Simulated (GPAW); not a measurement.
Runs of GPAW 26.7.0 on TaTe. The structure is cubic, space group Pm-3m (No. 221). Conventional cell: a = 3.420 Å, b = 3.420 Å, c = 3.420 Å, α = 90.00°, β = 90.00°, γ = 90.00°. Ta (site symmetry m-3m) has 8 Te at 2.96 Å as nearest neighbours. Te (site symmetry m-3m) has 8 Ta at 2.96 Å as nearest neighbours. The cell was built by a generator and needn't be a form met in nature.

```tsv
task	level	potentials or basis	U	data set	k mesh for the DOS	dos width	gap on the mesh (eV)	pressure (GPa)	V0 of scaled cells (Å³/atom)	B0 (GPa)
equation of state	PBE	GPAW PAW data sets (gpaw-data 1.2.1), other valence, pw	-	Ta 5, Te 16	-	-	-	-	19.90	(b)
density of states	PBEsol+U	PAW data sets generated in the run's folder for this functional, pw	Ta d U = 6 eV	-	12 × 12 × 12	0.2 eV	none	5.5	-	-
density of states	PBEsol+U	PAW data sets generated in the run's folder for this functional, pw	Ta d U = 4 eV	-	12 × 12 × 12	0.2 eV	none	0.8	-	-
equation of state	PBE	PAW data sets generated in the run's folder for this functional, pw	-	-	-	-	-	-	19.93	145
density of states	PBEsol+U	PAW data sets generated in the run's folder for this functional, pw	Ta d U = 5 eV	-	12 × 12 × 12	0.2 eV	none	3.1	-	-
density of states	PBEsol+U	PAW data sets generated in the run's folder for this functional, pw	Ta d U = 8 eV	-	12 × 12 × 12	0.2 eV	none	12.6	-	-
density of states	PBEsol+U	PAW data sets generated in the run's folder for this functional, pw	Ta d U = 1 eV	-	12 × 12 × 12	0.2 eV	none	-4.7	-	-
single point	PBE	GPAW PAW data sets (gpaw-data 1.2.1), pw	-	-	-	-	none	-0.5	-	-
density of states	PBEsol+U	PAW data sets generated in the run's folder for this functional, pw	Ta d U = 3 eV	-	12 × 12 × 12	0.2 eV	none	(a)	-	-
density of states	PBEsol+U	PAW data sets generated in the run's folder for this functional, pw	Ta d U = 2 eV	-	12 × 12 × 12	0.2 eV	none	(c)	-	-
density of states	PBEsol	PAW data sets generated in the run's folder for this functional, pw	-	-	12 × 12 × 12	0.2 eV	none	(d)	-	-
```

Alike in all rows: no spin polarisation; cell as given; k mesh 8 × 8 × 8; cutoff (eV) 600; smearing fermi-dirac 0.05 eV.

Question: Estimate the missing entries.

Answer: (a) -1.7; (b) 152; (c) -3.4; (d) -5.9.

Caveats: U without spin polarisation on a metal has little footing (some runs); the U is typed as a test and isn't derived for this compound (some runs).

A k mesh can miss the band edges, and the runs leave out spin-orbit coupling on Ta, Te.

A gap of «none» marks a metal or a gap under the smearing width.

Not every run made on this cell is shown here.
